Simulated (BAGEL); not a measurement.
# HF/3-21G (density fitting with qzvpp-jkfit) run of B3PH6 (SMILES BP(B)B)

What is the electronic atomisation energy of B3PH6 at HF/3-21G (density fitting with qzvpp-jkfit)? 

The calculation is run with BAGEL 1.2.2.

9 further runs of the same task are left out: 9 set aside as unsound or not needed.

### Step 1. The structure to begin with

B3PH6: 10 atoms, total charge 0, spin state singlet. As SMILES, `BP(B)B`. The shape is that of a GFN2-xTB optimisation.

Bond lengths: B1–P2 1.822 Å, P2–B3 1.822 Å, P2–B4 1.821 Å, B1–H5 1.170 Å, B1–H6 1.169 Å, B3–H7 1.170 Å, B3–H8 1.169 Å, B4–H9 1.170 Å, B4–H10 1.170 Å. Some angles: B1–P2–B3 120.0°, B1–P2–B4 120.0°, B3–P2–B4 120.0°, P2–B1–H5 120.0°, P2–B1–H6 120.2°, P2–B3–H7 120.2°, P2–B3–H8 120.0°, P2–B4–H9 120.1°, P2–B4–H10 120.1°, H5–B1–H6 119.8°.

### Step 2. A single-point energy at HF/3-21G (density fitting with qzvpp-jkfit)

File input.json:

```json
{ "bagel": [

{
  "title": "molecule",
  "basis": "3-21g",
  "df_basis": "qzvpp-jkfit",
  "angstrom": "true",
  "geometry": [
    { "atom": "B", "xyz": [   -1.723200,   -0.026900,   -0.590170 ] },
    { "atom": "P", "xyz": [    0.000460,   -0.001380,   -0.000500 ] },
    { "atom": "B", "xyz": [    1.269060,    0.914680,   -0.933440 ] },
    { "atom": "B", "xyz": [    0.453890,   -0.887210,    1.524840 ] },
    { "atom": "H", "xyz": [   -2.014710,    0.540090,   -1.570820 ] },
    { "atom": "H", "xyz": [   -2.539700,   -0.615390,    0.005320 ] },
    { "atom": "H", "xyz": [    2.376550,    0.934060,   -0.556470 ] },
    { "atom": "H", "xyz": [    0.978570,    1.482320,   -1.913510 ] },
    { "atom": "H", "xyz": [   -0.360010,   -1.472900,    2.126880 ] },
    { "atom": "H", "xyz": [    1.559090,   -0.867360,    1.907880 ] }
  ]
},
{ "title": "hf", "charge": 0 },
{ "title": "print", "file": "orbitals.molden", "orbitals": "true" }

]}
```

Started as:

```
$ BAGEL_NUM_THREADS=1 BAGEL input.json > input.out
```

Output:

```text
* using 1 threads per process

  ===============================================================
  ===============================================================

  *** Geometry ***

  { "atom" : "B", "xyz" : [     -3.256376,     -0.050834,     -1.115260 ] },
  { "atom" : "P", "xyz" : [      0.000869,     -0.002608,     -0.000945 ] },
  { "atom" : "B", "xyz" : [      2.398176,      1.728495,     -1.763946 ] },
[... 6 lines of this table left out ...]
  { "atom" : "H", "xyz" : [      2.946253,     -1.639073,      3.605371 ] },

  Number of auxiliary basis functions:      461

  Since a DF basis is specified, we compute 2- and 3-index integrals:
    o Being stored without compression. Storage requirement is 0.010 GB

  Number of basis functions:       52
  Number of electrons      :       36

    * METHOD: MOLECULE                             0.12

  *** RHF ***

  === Nuclear Repulsion ===
   120.5265896281

      * DIIS with orbital gradients will be used.

  === RHF iteration (3-21g) ===
      0       -416.01916904          0.01125042           0.03
      1       -416.06797870          0.00289417           0.02
      2       -416.07197544          0.00031214           0.03
[... 6 lines of this table left out ...]
      9       -416.07204683          0.00000001           0.03
    * SCF iteration converged.

    * Permanent dipole moment:
           (    0.000985,    -0.002234,    -0.000617) a.u.

    * METHOD: HF                                   0.33

    * METHOD: PRINT                                0.01

  ===============================================================
```

Wall time 0.72 s (1 thread of AMD EPYC 9R14 (Zen 4), shared host).

### Step 3. The B atom

File calc.json:

```json
{ "bagel" : [

{
  "title" : "molecule",
  "basis" : "3-21g",
  "df_basis" : "qzvpp-jkfit",
  "angstrom" : "true",
  "geometry" : [
    { "atom" : "B", "xyz" : [       0.000000,       0.000000,       0.000000 ] }
  ]
},

{ "title" : "uhf", "nopen" : 1 },

{ "title" : "print", "file" : "orbitals.molden", "orbitals" : "true" }

]}
```

Run the same way, it converges to -24.38978 Eh (log not shown).

### Step 4. The H atom at the same level

File input.json:

```json
{ "bagel": [

{
  "title": "molecule",
  "basis": "3-21g",
  "df_basis": "qzvpp-jkfit",
  "angstrom": true,
  "geometry": [
    { "atom": "H", "xyz": [       0.000000,       0.000000,       0.000000 ] }
  ]
},

{ "title": "uhf", "charge": 0, "nopen": 1 },

{ "title": "print", "file": "orbitals.molden", "orbitals": true }

]}
```

Run the same way, it converges to -0.49620 Eh (log not shown).

### Step 5. The P atom, same level

File job.json:

```json
{ "bagel" : [

{
  "title" : "molecule",
  "basis" : "3-21g",
  "df_basis" : "qzvpp-jkfit",
  "angstrom" : "true",
  "geometry" : [
    { "atom" : "P", "xyz" : [    0.000000,    0.000000,    0.000000 ] }
  ]
},
{
  "title" : "uhf",
  "nopen" : 3
},
{
  "title" : "print",
  "file" : "orbitals.molden",
  "orbitals" : "true"
}

]}
```

Run the same way, it converges to -339.00010 Eh (log not shown).

### Step 6. Summary of results

At HF/3-21G (density fitting with qzvpp-jkfit):

| quantity | value |
| --- | --- |
| molecule: total energy | -416.07205 Eh |
| molecule: dipole moment | 0.01 D |
| molecule: HOMO energy | -9.92 eV |
| molecule: LUMO energy | 1.56 eV |
| molecule: HOMO–LUMO gap | 11.48 eV |
| B atom: total energy | -24.38978 Eh |
| B atom: dipole moment | 0.00 D |
| B atom: ⟨S²⟩ | 0.750 |
| H atom: total energy | -0.49620 Eh |
| H atom: dipole moment | 0.00 D |
| H atom: ⟨S²⟩ | 0.750 |
| P atom: total energy | -339.00010 Eh |
| P atom: dipole moment | 0.00 D |
| P atom: ⟨S²⟩ | 3.750 |
| electronic atomisation energy | 25.182 eV |

In words: Taking the molecule apart into free atoms costs 25.18 eV (2430 kJ/mol), before zero-point energy and without spin-orbit coupling. Hartree–Fock lacks the correlation of the bonding pairs, which as a rule makes this value much too low; in minimal bases other errors can mask that. The basis has no polarisation functions, which makes bonds too weak.
